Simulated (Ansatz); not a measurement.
# CH₃FIIn: how energies converge with the basis set

An exercise on one series of results from a longer session: the logs are not shown, and one member is left open.

Computed with Ansatz 0.2.0, Gaussian basis. Level: one geometry, several basis sets.

Plan: PBE0-D4/def2-SVP; ωB97M-V/def2-SVP; PBE0-D4/def2-QZVPP; ωB97M-V/def2-QZVPP; the functionals' def2-TZVPP values are taken from earlier runs.

1 further run of the same task is left out (for a known fault of the program).

## The relaxed structure

The geometry comes from an earlier relaxation with PBE0-D4 in a triple-zeta def2 set; it is a stationary point, not always the lowest conformer. In, I take the def2 core potential; no spin-orbit term is included.

SMILES `F[CH2][InH][I]`, 7 atoms, charge 0, spin multiplicity 1.

Atoms are counted from 1 here; the program's logs count them from 0.

Bond lengths: F1–C2 1.385 Å, C2–In3 2.168 Å, C2–H5 1.094 Å, C2–H6 1.094 Å, In3–I4 2.684 Å, In3–H7 1.707 Å. Angles: F1–C2–In3 112.1°, F1–C2–H5 108.8°, F1–C2–H6 108.8°, In3–C2–H5 109.4°, In3–C2–H6 109.4°, H5–C2–H6 108.3°, C2–In3–I4 109.4°, C2–In3–H7 135.0°, I4–In3–H7 115.6°.

The first run:

in.yaml reads:

```yaml
crystal:
  periodic: [false, false, false]
  atoms:
    - {symbol: F, position_ang: [1.158548, 1.201066, 1.326127]}
    - {symbol: C, position_ang: [-0.004537, 0.596163, 0.879536]}
    - {symbol: In, position_ang: [0.317241, -0.550697, -0.932027]}
    - {symbol: I, position_ang: [-1.996270, -1.673638, -1.700031]}
    - {symbol: H, position_ang: [-0.754352, 1.369755, 0.691609]}
    - {symbol: H, position_ang: [-0.382839, -0.063811, 1.665135]}
    - {symbol: H, position_ang: [1.662208, -0.878838, -1.930349]}
basis:
  gaussian: {orbitals: def2-SVP}
hamiltonian: {xc: pbe0, dispersion: d4}
output: {orbitals: {seedname: orbitals}}
```

On the command line:

```console
> ansatz run in.yaml --threads 2 --pin off --events-out ev --progress --plain --max-ram 4352MiB
```

Steps of the session up to this table: PBE0-D4 in def2-SVP; ωB97M-V in def2-SVP; PBE0-D4 in def2-QZVPP; ωB97M-V in def2-QZVPP.

One table of the session follows, with a row left open; its other results are not shown here.

It belongs to the step «Density functionals: the series». 

```
functional       basis  HOMO (eV)  LUMO (eV)
   PBE0-D4    def2-SVP      -7.21      -1.92
   PBE0-D4  def2-TZVPP      -7.29      -1.96
   PBE0-D4  def2-QZVPP      -7.31      -1.97
   ωB97M-V    def2-SVP      -9.28      -0.35
   ωB97M-V  def2-TZVPP          ?          ?
   ωB97M-V  def2-QZVPP      -9.42      -0.48
```

Estimate the missing values for ωB97M-V, def2-TZVPP.

As computed: HOMO (eV): -9.40; LUMO (eV): -0.45. In the column «HOMO (eV)» it lies between ωB97M-V, def2-QZVPP (-9.42) and ωB97M-V, def2-SVP (-9.28).
